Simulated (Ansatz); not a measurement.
# F2Ni: the cost of one run

Method: the levels named in each step, in Ansatz 0.2.0.

## Step 1: The system as given

Bond lengths: F1–Ni2 1.677 Å, Ni2–F3 1.677 Å. Angles: F1–Ni2–F3 180.0°.

Coordinates:

```xyz
3

F     0.0000    0.0000   -1.6773
Ni    0.0000    0.0000    0.0000
F     0.0000    0.0000    1.6773
```

## Step 2: A rough first relaxation, PBE-D4/def2-SVP

This run stands in another session on the same molecule. It ended at:

```xyz
3

F     0.0000    0.0000   -1.7044
Ni    0.0000    0.0000    0.0000
F     0.0000    0.0000    1.7044
```

## Step 3: Relaxation, PBE0-D4/def2-TZVPP

Input file input.yaml:

```yaml
crystal:
  periodic: [false, false, false]
  atoms:
    - { symbol: F, position_ang: [0.0, 0.0, -1.70442981] }
    - { symbol: Ni, position_ang: [0.0, 0.0, -3.32e-06] }
    - { symbol: F, position_ang: [0.0, 0.0, 1.70442312] }
magnetization:
  spin_polarized: true
  initial_magnetization: 2
basis:
  gaussian: { orbitals: def2-TZVPP }
hamiltonian:
  xc: pbe0
  dispersion: d4
relax:
  f_tol: 0.002
  max_steps: 150
```

Started as:

```console
> ansatz run input.yaml --threads 2 --pin off --max-ram 5120MiB --backend cpu --events-out ev --progress --plain --runs-dir out
```

**Question.** How long does this run take on 2 threads of Intel Xeon Platinum 8375C at 2.90GHz (Ice Lake), shared host, and how much memory does it need?

About 46 s, with a peak of 0.44 GiB.
